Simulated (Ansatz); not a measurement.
# ZrIn2S2: the cost of one run

Program: Ansatz 0.2.0. Level of theory: DFT PBE, scalar-relativistic, plane waves, PAW. These are calculated values, not measurements.

3 further runs of the same task are left out: 1 that didn't finish, 2 set aside as unsound or not needed. Runs told in other sessions of the task aren't counted.

## Step 1: The system as given

Symmetry: P-3m1, No. 164, trigonal system. Conventional cell: a = 3.548 Å, b = 3.548 Å, c = 11.205 Å, α = 90.00°, β = 90.00°, γ = 120.00°. Around Zr (site symmetry -3m) lie 6 S at 2.58 Å. In (site symmetry 3m) is surrounded by 3 S at 3.35 Å and 9 In at 3.45 to 3.55 Å. S (site symmetry 3m) is surrounded by 3 Zr at 2.58 Å and 3 In at 3.35 Å.

As a file:

```cif
data_structure
_symmetry_space_group_name_H-M 'P-3m1'
_symmetry_Int_Tables_number 164
_cell_length_a 3.5478
_cell_length_b 3.5478
_cell_length_c 11.2050
_cell_angle_alpha 90.000
_cell_angle_beta 90.000
_cell_angle_gamma 120.000
_cell_volume 122.14
loop_
_atom_site_label
_atom_site_type_symbol
_atom_site_symmetry_multiplicity
_atom_site_Wyckoff_symbol
_atom_site_fract_x
_atom_site_fract_y
_atom_site_fract_z
_atom_site_occupancy
Zr1 Zr 1 a 0.00000 0.00000 0.00000 1
In1 In 2 d 0.33333 0.66667 0.37632 1
S1 S 2 d 0.33333 0.66667 0.86030 1
```

It is the end of an earlier relaxation with the same method, from a database cell with other species swapped in; it needn't be the stable form of this composition. At a tolerance of 0.05 Å it has space group P-3m1 (No. 164); it has 24.43 Å³/atom, an uncorrected energy of -0.87 eV/atom over the elements.

## Step 2: Bands, states and charges

Contents of input.yaml:

```yaml
crystal:
  lattice:
    - [3.5477805685, 0.0, 0.0]
    - [-1.7738902843, 3.0724680994, 0.0]
    - [0.0, 0.0, 11.2050491668]
  atoms:
    - { symbol: Zr, position: [0.0, 0.0, 0.0] }
    - { symbol: In, position: [0.3333333333, 0.6666666667, 0.3763203868] }
    - { symbol: In, position: [0.6666666667, 0.3333333333, 0.6236796132] }
    - { symbol: S, position: [0.3333333333, 0.6666666667, 0.8602973296] }
    - { symbol: S, position: [0.6666666667, 0.3333333333, 0.1397026704] }
basis:
  ecutwfc: 420
kpoints:
  mp_grid: { grid: [12, 12, 4] }
  band_path:
    path:
      - [[0.0, 0.0, 0.0], [0.5, 0.0, 0.0], [0.33333333, 0.33333333, 0.0], [0.0, 0.0, 0.0], [0.0, 0.0, 0.5], [0.5, 0.0, 0.5], [0.33333333, 0.33333333, 0.5], [0.0, 0.0, 0.5]]
      - [[0.5, 0.0, 0.5], [0.5, 0.0, 0.0]]
      - [[0.33333333, 0.33333333, 0.5], [0.33333333, 0.33333333, 0.0]]
    npoints: 14
hamiltonian:
  xc: pbe
scf:
  occupations: { method: gaussian, width: 0.1 }
  n_extra_bands: 12
output:
  forces: true
  stress: true
  eigenvalues: true
  populations: true
  dos: { projected: true, de: 0.02, nscf_kmesh: { grid: [15, 15, 5] } }
  bader: true
```

Run with:

```sh
> ansatz run input.yaml --threads 1 --pin off --max-ram 2560MiB --backend cpu --events-out ev --progress --plain --runs-dir out
```

What time and memory should one allow on 1 thread of Arm Neoverse V2, shared host?

About 60 s, with a peak of 0.62 GiB.
